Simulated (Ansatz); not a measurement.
# LiZn2P2 (element-swapped structure): how the settings move a single-point run

Aim: see which settings change the result for LiZn2P2 (element-swapped structure), by how much, and at what cost.

Computed with Ansatz 0.2.0 (reference: DFT r2SCAN, plane waves, PAW, scalar-relativistic, no spin polarisation, unless a step's input says otherwise).

1 further run of the same task is left out (it didn't finish).

## (1) Starting point

The structure is trigonal, space group P-3m1 (No. 164). The conventional cell has a = 3.860 Å, b = 3.860 Å, c = 6.451 Å, α = 90.00°, β = 90.00°, γ = 120.00°. Zn (site symmetry 3m) is surrounded by 4 P at 2.33 to 2.42 Å. Around P (site symmetry 3m) lie 4 Zn at 2.33 to 2.42 Å and 3 Li at 2.78 Å. Around Li (site symmetry -3m) lie 6 P at 2.78 Å.

Structure file:

```
Zn P Li
1.0
     1.92976    3.34244    0.00000
    -1.92976    3.34244    0.00000
     0.00000    0.00000    6.45070
Zn P Li
2 2 1
Direct
  0.33330 0.33340 0.63400
  0.66670 0.66660 0.36600
  0.33330 0.33340 0.25890
  0.66670 0.66660 0.74110
  0.00000 0.00000 0.00000
```

## (2) Reference

File input.yaml:

```yaml
crystal:
  lattice:
    - [1.929758, 3.342437, 0.0]
    - [-1.929758, 3.342437, 0.0]
    - [0.0, 0.0, 6.450702]
  atoms:
    - { symbol: Zn, position: [0.3333, 0.3334, 0.634] }
    - { symbol: Zn, position: [0.6667, 0.6666, 0.366] }
    - { symbol: P, position: [0.3333, 0.3334, 0.2589] }
    - { symbol: P, position: [0.6667, 0.6666, 0.7411] }
    - { symbol: Li, position: [0.0, 0.0, 0.0] }
  symmetry: { tolerance: 0.0003 }
kpoints:
  mp_grid: { grid: [5, 5, 3], shift: [0, 0, 0] }
magnetization:
  spin_polarized: false
scf:
  occupations: { method: fermi_dirac, width: 0.0816 }
hamiltonian:
  pseudopotentials: { kind: paw }
  xc: r2scan
basis:
  ecutwfc: 500
output:
  forces: true
  stress: true
  eigenvalues: true
```

The run is started by

```sh
$ ansatz run input.yaml --threads 1 --pin off --max-ram 2560MiB --backend cpu --events-out ev --progress --plain --runs-dir out
```

## (3) Changed: lower_state_search standard, xc pbe

input.yaml, as its differences from that of step 2:

```diff
@@ -18,5 +18,6 @@
   occupations: { method: fermi_dirac, width: 0.0816 }
+  lower_state_search: standard
 hamiltonian:
   pseudopotentials: { kind: paw }
-  xc: r2scan
+  xc: pbe
 basis:
```

## (4) Changing settings: mixing.algorithm broyden, mixing.beta 0.2, mixing.ndim 2, ecutwfc 33.1 Ry

input.yaml, as its differences from that of step 2:

```diff
@@ -18,2 +18,3 @@
   occupations: { method: fermi_dirac, width: 0.0816 }
+  mixing: { algorithm: broyden, beta: 0.2, ndim: 2 }
 hamiltonian:
@@ -22,3 +23,3 @@
 basis:
-  ecutwfc: 500
+  ecutwfc: "33.1 Ry"
 output:
@@ -27 +28,5 @@
   eigenvalues: true
+  write_density: true
+  write_potential: true
+  elf: true
+  volumetric_format: npy
```

## (5) A run with other settings

input.yaml, as its differences from that of step 2:

```diff
@@ -13,3 +13,3 @@
 kpoints:
-  mp_grid: { grid: [5, 5, 3], shift: [0, 0, 0] }
+  mp_grid: { grid: [1, 1, 1], shift: [0, 0, 0] }
 magnetization:
@@ -18,2 +18,3 @@
   occupations: { method: fermi_dirac, width: 0.0816 }
+  max_iter: 60
 hamiltonian:
```

(Steps that only read results are left out.)

Before running it: what results should come out? Wanted: for each run, ending; energy change; pressure; gap; force.

**Answer**, as computed:

```csv
run,ending,energy change,pressure (GPa),gap (eV),force (eV/Å),cycles,time
reference,converged,0,3.7,0.00,0.73,7,6.7 s
"1: lower_state_search standard, xc pbe",converged,not comparable,5.4,0.00,0.96,6,2.8 s
"2: mixing.algorithm broyden, mixing.beta 0.2, mixing.ndim 2, ecutwfc 33.1 Ry",converged,+0.8 meV/atom,3.7,0.00,0.73,14,7.3 s
"3: mp_grid.grid [1, 1, 1]",converged,+3.38 eV/atom,33.2,0.00,0.71,9,3.9 s
```

Times don't compare one to one where runs were asked for different outputs or read a saved state (see the inputs); cycles may leave out searches for a lower state.

Residual by cycle in the longest SCF loop of each run; runs are numbered as in the table. The quantity is the density residual dr2, in eV.

```csv
cycle,reference,run 1,run 2,run 3
1,0.101,0.0119,0.0991,2.38
2,0.00546,0.00194,0.0339,0.726
3,0.00432,1.1e-4,0.00635,0.187
5,2.5e-5,2.2e-6,2.0e-4,0.00125
6,1.6e-6,8.7e-8,1.3e-4,1.5e-4
7,5.8e-8,-,1.8e-5,9.8e-6
8,-,-,1.0e-5,1.2e-6
9,-,-,4.3e-6,4.1e-8
10,-,-,3.0e-6,-
12,-,-,6.0e-7,-
13,-,-,3.2e-7,-
14,-,-,9.6e-8,-
```

**Reading.** Of the converged runs whose energies compare with the reference's, «mp_grid.grid [1, 1, 1]» moves the energy most (+3.38 eV/atom) and «mixing.algorithm broyden, mixing.beta 0.2, mixing.ndim 2, ecutwfc 33.1 Ry» least (+0.8 meV/atom). Run 2 ran under the cutoff that the potentials recommend, as the log warns, so basis error is mixed into its values.

The reference has limits of its own: it is run without spin, though an odd electron count or open d shells could carry moments; its mesh is coarse for a cell with so small a gap or none; the structure is made up and not relaxed.
